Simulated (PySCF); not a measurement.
**C₃H₇BO₃Si: electronic excitations**

Wanted: the electronic excitations of C₃H₇BO₃Si (`OB(O)C1=COC[SiH2]1`), by calculation.

Programs: PySCF 2.14.0, with density-fitted response routines of our own. Each step states its level of theory. These are calculated values for one molecule in the gas phase, unless marked as measured. Atoms are numbered from 0 throughout.

### 1 The molecule as given

15 atoms, charge 0, multiplicity 1; geometry from: GFN2-xTB.

Bonds of the start (Å): O0–B1 1.37, B1–O2 1.36, B1–C3 1.55, C3–C4 1.35, C4–O5 1.34, O5–C6 1.43, C6–Si7 1.93, Si7–C3 1.87, O0–H8 0.95, O2–H9 0.96, C4–H10 1.08, C6–H11 1.09, C6–H12 1.09, Si7–H13 1.47, Si7–H14 1.47.

### 2 Excited states and response: B3LYP/def2-SVPD

What the job is given:

```
{"job": {"kind": "uv", "xc": "B3LYP", "basis": "def2-SVPD", "nstates": 8, "ntriplets": 3}, "charge": 0, "multiplicity": 1}
O      2.722715     0.724590     0.886482
B      1.856942    -0.103646     0.228766
O      2.380321    -1.190519    -0.389754
C      0.321422     0.095454     0.124115
C     -0.405190     1.055169     0.724513
O     -1.731774     1.160592     0.587756
C     -2.299239     0.155081    -0.258943
Si    -0.853696    -0.976189    -0.862024
H      2.336081     1.487631     1.309347
H      3.331216    -1.261267    -0.293306
H     -0.019260     1.833688     1.373799
H     -2.822247     0.674048    -1.064522
H     -3.052825    -0.369888     0.330917
H     -1.043904    -2.352668    -0.397488
H     -0.724975    -0.924086    -2.321568
```

Level: TDDFT B3LYP/def2-SVPD, vertical, gas phase, core orbitals frozen in the response.

The run is started by

```console
$ OMP_NUM_THREADS=1 python probes_run.py task.json out
```

The driver reads the jobs from task.json and runs them one after another.

What it wrote:

```text
coarse grid: 13568 points
cycle   1  E = -658.0093907609  dE =  1.190e+00  |g| = 1.025e+00  |ddm| = 6.517e+00
cycle   2  E = -657.6991248780  dE =  3.103e-01  |g| = 1.621e+00  |ddm| = 2.898e+00
cycle   3  E = -658.2127283439  dE = -5.136e-01  |g| = 1.185e-01  |ddm| = 1.868e+00
cycle   4  E = -658.2152045685  dE = -2.476e-03  |g| = 6.399e-02  |ddm| = 2.768e-01
cycle   5  E = -658.2162262633  dE = -1.022e-03  |g| = 1.695e-02  |ddm| = 1.169e-01
cycle   6  E = -658.2162675438  dE = -4.128e-05  |g| = 9.401e-03  |ddm| = 3.214e-02
cycle   7  E = -658.2162876232  dE = -2.008e-05  |g| = 1.118e-03  |ddm| = 1.435e-02
cycle   8  E = -658.2162878303  dE = -2.072e-07  |g| = 6.549e-04  |ddm| = 2.576e-03
final grid: 127992 points
cycle   9  E = -658.3330405033  dE = -4.795e-05  |g| = 4.786e-03  |ddm| = 1.189e-01
cycle  10  E = -658.3330349478  dE =  5.555e-06  |g| = 7.090e-03  |ddm| = 1.500e-02
cycle  11  E = -658.3330456862  dE = -1.074e-05  |g| = 9.751e-04  |ddm| = 8.856e-03
cycle  12  E = -658.3330458641  dE = -1.780e-07  |g| = 3.414e-04  |ddm| = 1.690e-03
cycle  13  E = -658.3330458912  dE = -2.706e-08  |g| = 1.087e-04  |ddm| = 8.582e-04
cycle  14  E = -658.3330458941  dE = -2.961e-09  |g| = 3.174e-05  |ddm| = 2.359e-04
cycle  15  E = -658.3330458944  dE = -2.415e-10  |g| = 4.259e-06  |ddm| = 5.415e-05
converged SCF energy = -658.3330458944

Static polarisability (au): isotropic 85.520, principal 62.654 91.710 102.196

Singlet excitations
state   eV       nm        f      main configurations
  1   5.6093    221.0   0.13448   H->L 0.69, H->L+1 0.26
  2   5.6391    219.9   0.05722   H->L+1 0.71, H->L 0.25
  3   5.9372    208.8   0.00013   H->L+2 0.95
  4   6.1373    202.0   0.00008   H-1->L 0.93
  5   6.2478    198.4   0.00091   H->L+3 0.86, H->L+4 0.09
  6   6.6015    187.8   0.00275   H->L+4 0.87, H->L+3 0.10
  7   6.9072    179.5   0.00074   H-2->L 0.97
  8   7.0965    174.7   0.01125   H-1->L+1 0.95

Triplet excitations (Tamm-Dancoff, eV): 3.8462 5.5807 5.8241
```

Wall time 52 s (1 thread of Arm Neoverse V1, shared host); peak memory 0.91 GiB.

Frontier orbitals and where they lie:

```csv
orbital,eV,atoms
HOMO−3,-9.04,"O2 45 %, O0 40 %, B1 7 %"
HOMO−2,-8.85,"O5 21 %, Si7 19 %, C3 16 %"
HOMO−1,-8.09,"C6 26 %, C3 21 %, Si7 20 %"
HOMO,-6.69,"C3 32 %, O5 25 %, C4 17 %"
LUMO,-0.72,"C4 34 %, C3 20 %, O5 12 %"
LUMO+1,-0.23,"B1 36 %, O0 16 %, H8 11 %"
LUMO+2,0.17,"Si7 29 %, C6 11 %, H14 10 %"
```

With each of the 8 states as a Gaussian band of 0.4 eV half-width at 1/e, the curve within the window shown has maxima at 221 nm (ε 7,800), 176 nm (ε 510) L/(mol cm). Beyond the last state computed it falls off for lack of states. The curve at chosen wavelengths:

nm, ε (L/mol/cm) and a bar:
```
      168        268 
      171        401 #
      174        490 #
      177        505 #
      181        431 #
      184        350 
      187        282 
      190        249 
      193        283 
      196        435 #
      200        958 ###
      203       1692 ######
      206       2749 ##########
      209       4053 ###############
      212       5431 #####################
      215       6644 ##########################
      219       7628 ##############################
      222       7731 ##############################
      225       7301 ############################
      228       6458 #########################
      231       5379 #####################
      234       4239 ################
      238       2851 ##########
      241       2006 #######
      244       1354 ####
      247        878 ###
```

Further results of this job:

```csv
property,computed
dipole moment (D),0.84
polarisability (Å³),12.67
HOMO–LUMO gap (eV),5.98
−ε(HOMO) (eV),6.69
```

### 3 Outcome

| quantity | value |
| --- | --- |
| lowest singlet (B3LYP/def2-SVPD) | 5.61 eV (221 nm), f = 0.134 |
| lowest triplet | 3.85 eV |

In words: The lowest singlet, at 5.61 eV, is HOMO→LUMO 0.69, HOMO→LUMO+1 0.26 and is bright; of the 8 states computed, the strongest absorption comes from states 1 to 2 together at 5.61 eV. The lowest triplet lies 1.76 eV below the lowest singlet (triplets in Tamm-Dancoff, singlets in full TDDFT).
